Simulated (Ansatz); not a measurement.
# C2H4BN: how energies converge with the basis set

Aim: see how fast density functionals converge with the basis set for C2H4BN.

Method: one geometry, several basis sets; program: Ansatz 0.2.0, Gaussian basis.

The runs, in order: PBE0-D4/def2-SVP; ωB97M-V/def2-SVP; PBE0-D4/def2-QZVPP; ωB97M-V/def2-QZVPP; the functionals' def2-TZVPP values are taken from earlier runs.

1 further run of the same task is left out (it didn't finish).

### 1 The relaxed structure

The geometry comes from an earlier relaxation with PBE0-D4 in a triple-zeta def2 set; it is a stationary point, not always the lowest conformer.

SMILES `BC1C=N1`, 8 atoms, charge 0, spin multiplicity 1.

Atoms are counted from 1 here; the program's logs count them from 0.

Bond lengths: B1–C2 1.521 Å, B1–H5 1.197 Å, B1–H6 1.196 Å, C2–C3 1.480 Å, C2–N4 1.594 Å, C2–H7 1.088 Å, C3–N4 1.229 Å, C3–H8 1.082 Å. Angles: C2–B1–H5 120.4°, C2–B1–H6 119.5°, H5–B1–H6 120.1°, B1–C2–C3 120.1°, B1–C2–N4 118.3°, B1–C2–H7 121.9°, C3–C2–N4 46.9°, C3–C2–H7 114.7°, N4–C2–H7 112.2°, C2–C3–N4 71.4°, C2–C3–H8 146.9°, N4–C3–H8 141.7°, C2–N4–C3 61.7°.

### 2 PBE0-D4 in def2-SVP

Contents of in.yaml:

```yaml
crystal:
  periodic: [false, false, false]
  atoms:
    - {symbol: B, position_ang: [-0.430688, 1.153240, -0.281024]}
    - {symbol: C, position_ang: [0.523561, -0.024067, -0.147532]}
    - {symbol: C, position_ang: [0.032274, -1.325315, 0.357880]}
    - {symbol: N, position_ang: [0.630241, -0.752965, 1.265680]}
    - {symbol: H, position_ang: [-0.290674, 1.948458, -1.164192]}
    - {symbol: H, position_ang: [-1.339528, 1.265661, 0.488631]}
    - {symbol: H, position_ang: [1.454562, -0.075440, -0.707851]}
    - {symbol: H, position_ang: [-0.487749, -2.246672, 0.132409]}
basis:
  gaussian: {orbitals: def2-SVP}
hamiltonian: {xc: pbe0, dispersion: d4}
output: {orbitals: {seedname: orbitals}}
```

Started as:

```bash
> ansatz run in.yaml --threads 2 --pin off --events-out ev --progress --plain --max-ram 4352MiB
```

After this run come: ωB97M-V in def2-SVP; PBE0-D4 in def2-QZVPP; ωB97M-V in def2-QZVPP.

**Question.** What will the summary of the whole plan be? Wanted: PBE0-D4: double and triple zeta above quadruple; ωB97M-V: double and triple zeta above quadruple.

As calculated:

| quantity | value |
| --- | --- |
| PBE0-D4: double and triple zeta above quadruple | 5.04, 0.24 eV |
| ωB97M-V: double and triple zeta above quadruple | 5.26, 0.23 eV |

In words: PBE0-D4 gains 4.80 eV from double to triple zeta, then 0.24 eV more. Total energies overstate the basis error of differences, where much of it tends to cancel.
